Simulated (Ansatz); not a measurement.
# MoO3 (molybdenum trioxide): B3LYP/def2-SVPD (core potential)

Aim: the vertical singlet–triplet gap of MoO3 (molybdenum trioxide) at B3LYP/def2-SVPD (core potential), from 2 runs. 

Program for the calculation: Ansatz 0.2.0.

3 further runs of the same task are left out: 2 that didn't finish, 1 set aside as unsound or not needed.

### Step 1. The structure to begin with

MoO3 has 4 atoms, charge 0, and is taken as a singlet. SMILES: `[O]=[Mo](=[O])=[O]`. The shape is that of a PBE0-D4/def2-TZVP optimisation.

Bond lengths: O1–Mo2 1.692 Å, Mo2–O3 1.692 Å, Mo2–O4 1.692 Å. Angles: O1–Mo2–O3 110.3°, O1–Mo2–O4 110.3°, O3–Mo2–O4 110.3°.

### Step 2. The energy at B3LYP/def2-SVPD (core potential)

run.yaml reads:

```yaml
crystal:
  periodic: [false, false, false]
  atoms:
    - {symbol: O, position_ang: [-0.968000, -0.149800, 1.262500]}
    - {symbol: Mo, position_ang: [-0.138100, -0.336500, -0.200300]}
    - {symbol: O, position_ang: [1.507000, -0.607600, 0.088800]}
    - {symbol: O, position_ang: [-0.345200, 1.033600, -1.171400]}
basis:
  gaussian: {orbitals: def2-SVPD}
hamiltonian: {xc: {name: B3LYP}}
accuracy: high
output: {orbitals: {seedname: orbitals}}
```

Run with:

```console
$ ansatz run run.yaml --threads 1 --pin off --max-ram 3480MiB --events-out events.jsonl --progress --plain --runs-dir runs
```

Standard output:

```text
Warning: RAYON_NUM_THREADS=1 ignored (pool sized by the plan → 1); use --threads N
Functional definition: B3LYP
  name "B3LYP"
  parameter a0 = 0.2
  parameter ax = 0.72
  parameter ac = 0.81
  exchange = (1 - a0 - ax)*slater_x + ax*b88_x + a0*exact_x
  correlation = (1 - ac)*vwn_rpa_c + ac*lyp_c
2048 factors; integrals over basis functions are off by at most 2.4e-9 eV
mean field evaluation 1: about -7967.5896 eV, gradient 1.2e2 eV
mean field evaluation 2: about -7666.7385 eV, gradient 3.6e2 eV
mean field evaluation 4: about -7993.6593 eV, gradient 1.5e1 eV
mean field evaluation 8: about -7994.1806 eV, gradient 6.0e-1 eV
mean field evaluation 16: about -7994.2889 eV, gradient 6.4e-5 eV
mean field -7994.28890523 eV, -293.7846985436 hartree, gradient 1.1e-8 eV, S^2 0.000000; 0 other end points of the search recorded, 0 dependent functions left out
reference -7994.28893840 eV, -293.7846997626 hartree; 19, 19 occupied and 84, 84 virtual orbitals, 2048 factors
Total energy: -7994.28893840 eV, -293.7846997626 hartree
```

Wall time 11 s (1 thread of Arm Neoverse V1, shared host); peak memory 0.34 GiB.

### Step 3. The triplet

molecule.yaml reads:

```yaml
crystal:
  periodic: [false, false, false]
  atoms:
    - {symbol: O, position_ang: [-0.968000, -0.149800, 1.262500]}
    - {symbol: Mo, position_ang: [-0.138100, -0.336500, -0.200300]}
    - {symbol: O, position_ang: [1.507000, -0.607600, 0.088800]}
    - {symbol: O, position_ang: [-0.345200, 1.033600, -1.171400]}
basis:
  gaussian:
    orbitals: def2-SVPD
magnetization:
  spin_polarized: true
  initial_magnetization: 2
hamiltonian:
  xc: {name: B3LYP}
accuracy: high
output:
  orbitals: {seedname: orbitals}
```

Run with:

```console
$ ansatz run molecule.yaml --threads 1 --pin off --max-ram 3480MiB --events-out events.jsonl --progress --plain --runs-dir runs
```

Standard output, shortened:

```text
Warning: RAYON_NUM_THREADS=1 ignored (pool sized by the plan → 1); use --threads N
[... 7 set-up lines as earlier in the session ...]
2048 factors; integrals over basis functions are off by at most 2.4e-9 eV
mean field evaluation 1: about -7977.8426 eV, gradient 6.3e1 eV
mean field evaluation 2: about -7822.0185 eV, gradient 2.0e2 eV
mean field evaluation 4: about -7985.2844 eV, gradient 4.2e1 eV
mean field evaluation 8: about -7992.0070 eV, gradient 6.3e-1 eV
mean field evaluation 16: about -7992.1146 eV, gradient 4.5e-2 eV
mean field evaluation 32: about -7992.0100 eV, gradient 9.8e-1 eV
mean field evaluation 64: about -7992.1219 eV, gradient 4.3e-2 eV
mean field -7992.12218294 eV, -293.7050729680 hartree, gradient 2.1e-8 eV, S^2 2.027865; 6 other end points of the search recorded, 0 dependent functions left out
reference -7992.12221554 eV, -293.7050741662 hartree; 20, 18 occupied and 83, 85 virtual orbitals, 2048 factors
Total energy: -7992.12221554 eV, -293.7050741662 hartree
```

Run time: 80 s. Hardware: 1 thread of Arm Neoverse V1, shared host; peak memory 0.49 GiB.

### Step 4. Outcome

At B3LYP/def2-SVPD (core potential):

```
                                        quantity          value
                           singlet: total energy  -293.78470 Eh
                            singlet: HOMO energy       -8.96 eV
                            singlet: LUMO energy       -5.18 eV
                          singlet: HOMO–LUMO gap        3.79 eV
                           triplet: total energy  -293.70507 Eh
     triplet: HOMO energy (highest over α and β)       -6.88 eV
                                   triplet: ⟨S²⟩          2.028
vertical energy of the triplet above the singlet       2.167 eV
```

At this shape the triplet lies 2.17 eV (50 kcal/mol) above the singlet.
